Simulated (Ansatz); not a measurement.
# CH₄ClFSn: small, medium and large basis sets

Aim: see how fast density functionals converge with the basis set for CH₄ClFSn.

Computed with Ansatz 0.2.0, Gaussian basis. Level: one geometry, several basis sets.

Plan: PBE0-D4/def2-SVP; ωB97M-V/def2-SVP; PBE0-D4/def2-QZVPP; ωB97M-V/def2-QZVPP; the functionals' def2-TZVPP values are taken from earlier runs.

1 further run of the same task is left out (for a known fault of the program).

## 1. Structure used throughout

The geometry comes from an earlier relaxation with PBE0-D4 in a triple-zeta def2 set; it is a stationary point, not always the lowest conformer. Sn takes the def2 core potential; no spin-orbit term is included.

8 atoms, charge 0, spin multiplicity 1.

Atoms are counted from 1 here; the program's logs count them from 0.

Bond lengths: F1–Sn2 1.931 Å, Sn2–C3 2.145 Å, Sn2–H5 1.700 Å, Sn2–H6 1.700 Å, C3–Cl4 1.784 Å, C3–H7 1.088 Å, C3–H8 1.088 Å. Angles: F1–Sn2–C3 104.1°, F1–Sn2–H5 105.5°, F1–Sn2–H6 105.5°, C3–Sn2–H5 112.5°, C3–Sn2–H6 112.5°, H5–Sn2–H6 115.6°, Sn2–C3–Cl4 107.9°, Sn2–C3–H7 111.5°, Sn2–C3–H8 111.5°, Cl4–C3–H7 108.2°, Cl4–C3–H8 108.2°, H7–C3–H8 109.5°.

## 2. PBE0-D4 in def2-SVP

Input file in.yaml:

```yaml
crystal:
  periodic: [false, false, false]
  atoms:
    - {symbol: F, position_ang: [-2.118339, 1.045125, 0.364631]}
    - {symbol: Sn, position_ang: [-0.300692, 0.925230, -0.274768]}
    - {symbol: C, position_ang: [0.329159, -1.042426, 0.301581]}
    - {symbol: Cl, position_ang: [2.012009, -1.262292, -0.246747]}
    - {symbol: H, position_ang: [-0.400533, 1.107675, -1.961979]}
    - {symbol: H, position_ang: [0.550078, 2.146871, 0.546046]}
    - {symbol: H, position_ang: [-0.283930, -1.809639, -0.166430]}
    - {symbol: H, position_ang: [0.304447, -1.167644, 1.381965]}
basis:
  gaussian: {orbitals: def2-SVP}
hamiltonian: {xc: pbe0, dispersion: d4}
output: {orbitals: {seedname: orbitals}}
```

Started as:

```
$ ansatz run in.yaml --threads 4 --pin off --events-out ev --progress --plain --max-ram 10444MiB
```

After this run come: ωB97M-V in def2-SVP; PBE0-D4 in def2-QZVPP; ωB97M-V in def2-QZVPP.

Q: Predict the results of all the runs planned. Wanted: PBE0-D4: double and triple zeta above quadruple; ωB97M-V: double and triple zeta above quadruple.

As calculated:

```
                                       quantity           value
PBE0-D4: double and triple zeta above quadruple  10.12, 0.66 eV
ωB97M-V: double and triple zeta above quadruple  10.22, 0.64 eV
```

**Reading.** PBE0-D4 gains 9.46 eV from double to triple zeta, then 0.66 eV more. These are total energies; as a rule much of such shifts cancels in differences, which this series doesn't test. The LUMO of ωB97M-V is positive and keeps falling with the basis (1.51 to 0.67 eV): an unbound level that the basis holds in place.
